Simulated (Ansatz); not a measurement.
# CaPd: the cost of one run

Method: DFT r²SCAN, with the methods named in each step, in Ansatz 0.2.0.

## 1. The structure to begin with

The structure is cubic, space group Pm-3m (No. 221). The conventional cell has a = 3.506 Å, b = 3.506 Å, c = 3.506 Å, α = 90.00°, β = 90.00°, γ = 90.00°. Ca (site symmetry m-3m) is surrounded by 8 Pd at 3.04 Å. Pd (site symmetry m-3m) is surrounded by 8 Ca at 3.04 Å.

As a file:

```cif
data_structure
_symmetry_space_group_name_H-M 'P 1'
_symmetry_Int_Tables_number 1
_cell_length_a 3.5057
_cell_length_b 3.5057
_cell_length_c 3.5057
_cell_angle_alpha 90.000
_cell_angle_beta 90.000
_cell_angle_gamma 90.000
_cell_volume 43.08
loop_
_atom_site_label
_atom_site_type_symbol
_atom_site_fract_x
_atom_site_fract_y
_atom_site_fract_z
_atom_site_occupancy
Ca1 Ca 0.00000 0.00000 0.00000 1
Pd1 Pd 0.50000 0.50000 0.50000 1
```

Atoms are numbered in the order of the input: Ca1, Pd2.

## 2. Cell and atoms relaxed, PAW

input.yaml

```yaml
crystal:
  lattice:
    - [3.50568548, 0.0, 0.0]
    - [0.0, 3.50568548, 0.0]
    - [0.0, 0.0, 3.50568548]
  atoms:
    - { symbol: Ca, position: [0.0, 0.0, 0.0] }
    - { symbol: Pd, position: [0.5, 0.5, 0.5] }
kpoints:
  mp_grid: { grid: [12, 12, 12] }
scf:
  occupations: { method: fermi_dirac, width: 0.05 }
hamiltonian:
  xc: r2scan
  pseudopotentials: { kind: paw }
output:
  forces: true
  stress: true
relax:
  f_tol: 0.005
  max_steps: 50
  cell: {}
```

The run is started by

```
$ ansatz run input.yaml --threads 1 --pin off --max-ram 2048MiB --backend cpu --events-out ev --progress --plain --runs-dir out
```

Q: Estimate wall time and peak memory on 1 thread of Intel Xeon Platinum 8488C (Sapphire Rapids), shared host.

About 14 s, with a peak of 0.48 GiB.
